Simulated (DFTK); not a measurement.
Runs of DFTK 0.8.2 on HPbNO4. Symmetry: P2_1/m, No. 11, monoclinic system. Conventional cell: a = 6.859 Å, b = 4.229 Å, c = 8.026 Å, α = 90.00°, β = 114.99°, γ = 90.00°. H (site symmetry m) is surrounded by 1 O at 0.99 Å. Pb (site symmetry m) is surrounded by 5 O at 2.47 to 2.74 Å. N (site symmetry m) has 3 O at 1.24 to 1.28 Å as nearest neighbours. Around O (site symmetry m) lie 1 H at 0.99 Å. O (site symmetry m) has 1 N at 1.24 Å as nearest neighbours. O (site symmetry m) is surrounded by 1 N at 1.27 Å. O (site symmetry m) is surrounded by 1 N at 1.28 Å. The cell was built by a generator and needn't be a form met in nature.

```tsv
level	potentials or basis	k mesh	cutoff (eV)	mesh quality	gap on the mesh (eV)	pressure (GPa)	largest force (eV/Å)
PBE	in-house norm-conserving set (PBE, scalar relativistic)	3 × 4 × 2	1252	coarse	3.10	0.0	0.04
PBE	SG15 1.2 (PBE)	3 × 4 × 2	1225	coarse	3.09	0.1	0.12
PBE	dojo.nc.sr.pbe.v0_4_1.standard.upf (PBE)	5 × 6 × 4	1143	not flagged	3.06	0.0	0.19
RPBE	SG15 1.2 (PBE)	2 × 3 × 2	1225	coarse	3.10	2.1	0.34
LDA	SG15 1.2 (PBE)	2 × 3 × 2	1225	coarse	2.97	(a)	0.67
PBE	SG15 1.2 (PBE)	2 × 3 × 2	1225	coarse	3.05	0.1	0.12
PBE	dojo.nc.sr.pbe.v0_4_1.standard.upf (PBE)	3 × 4 × 2	1143	coarse	3.09	0.0	0.19
BLYP	SG15 1.2 (PBE)	2 × 3 × 2	1225	coarse	3.05	(b)	0.66
```

Alike in all rows: task single point; no spin polarisation; cell as given; smearing fermi-dirac 0.05 eV.

Fill in the values left out.

(a) -3.6; (b) 2.5.

Caveats: some runs use coarse meshes; spin-orbit coupling is left out, which as a rule narrows the gap of such compounds by several tenths of an eV; an odd mesh through Γ misses points on the zone boundary, where band edges often lie; the potentials were made for another functional, which shifts forces and pressure (some runs).

A k mesh can miss the band edges, and the runs leave out spin-orbit coupling on Pb.

Not every run made on this cell is shown here.
